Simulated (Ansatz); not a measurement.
The first iterations of a band of a periodic cell of 21 atoms, H₂C₁₈O (surface graphene monolayer, adsorbate H2O).

Level of theory: DFT LDA, scalar-relativistic, plane waves, PAW (Ansatz). Settings: cutoff 420 eV, k mesh 2x2x1, gaussian smearing 0.02 eV, no spin polarisation.

* movable images: 5
* climbing image: yes
* spring: 5.0 eV/Å²
* optimiser: quadratic models (default)
* start path: IDPP
* force threshold: 0.05 eV/Å
* iteration limit: 26
* end points: relaxed

Initial state:

```xyz
21
Lattice="7.3980 0.0000 0.0000 -3.6990 6.4069 0.0000 0.0000 0.0000 11.0000" Properties=species:S:1:pos:R:3
C 0.037 0.092 0.795
C 1.268 0.804 0.796
C -1.209 2.234 0.795
C 0.038 2.954 0.795
C -2.430 4.378 0.793
C -1.209 5.082 0.791
C 2.490 0.098 0.793
C 3.739 0.819 0.791
C 1.269 2.244 0.796
C 2.490 2.948 0.795
C 0.039 4.363 0.793
C 1.269 5.074 0.794
C 4.969 0.107 0.792
C 6.189 0.813 0.794
C 3.737 2.229 0.793
C 4.969 2.939 0.794
C 2.490 4.369 0.795
C 3.737 5.089 0.794
O 3.286 -0.603 3.782
H 3.428 0.174 4.345
H 2.804 -0.264 3.005
```

Final state:

```xyz
21
Lattice="7.3980 0.0000 0.0000 -3.6990 6.4069 0.0000 0.0000 0.0000 11.0000" Properties=species:S:1:pos:R:3
C 0.010 -0.090 0.806
C 1.238 0.621 0.840
C -1.210 2.032 0.908
C 0.011 2.717 0.962
C -2.463 4.182 0.845
C -1.245 4.920 0.924
C 2.459 -0.114 0.921
C 3.712 0.613 1.325
C 1.232 2.032 0.906
C 2.491 2.769 0.913
C 0.011 4.184 1.248
C 1.267 4.921 0.930
C 4.965 -0.114 0.928
C 6.182 0.621 0.844
C 3.711 2.079 0.977
C 4.931 2.769 0.915
C 2.485 4.182 0.847
C 3.710 4.895 0.809
O 3.768 0.535 2.778
H 3.706 -2.187 2.371
H 2.976 0.991 3.124
```

| iteration | highest image above the first end (eV) | largest band force component (eV/Å) |
| --- | --- | --- |
| 1 | 5.321 | 5.170 |
| 2 | 3.896 | 4.694 |
| 3 | 3.120 | 9.497 |
| 4 | 2.802 | 3.575 |
| 5 | 2.672 | 8.144 |
| 6 | 2.385 | 1.607 |
| 7 | 2.240 | 1.320 |

Q: Does the band converge within its limit, and where does its top end?

A: The run converged. It ended after 23 iterations with the highest image 2.936 eV above the first end. Neighbouring images differ by up to 2.8 eV, so the band resolves the path poorly. By the program's own check the climbing image is of a kind that is not told: the force calls were inconclusive, a negative curvature could not be distinguished from the path's own, the only one lies far off the path, or fixed occupations may fill a level only in part (lowest curvatures found: -8.46 and 0.53 eV/Å²). Limits of this set-up: slab without dipole correction, no dispersion correction for a molecule that may bind weakly.

The run took 36 min on 1 thread of Intel(R) Xeon(R) Processor @ 2.50GHz (Skylake/Cascade Lake), with other jobs on the host, peak memory 0.94 GiB.
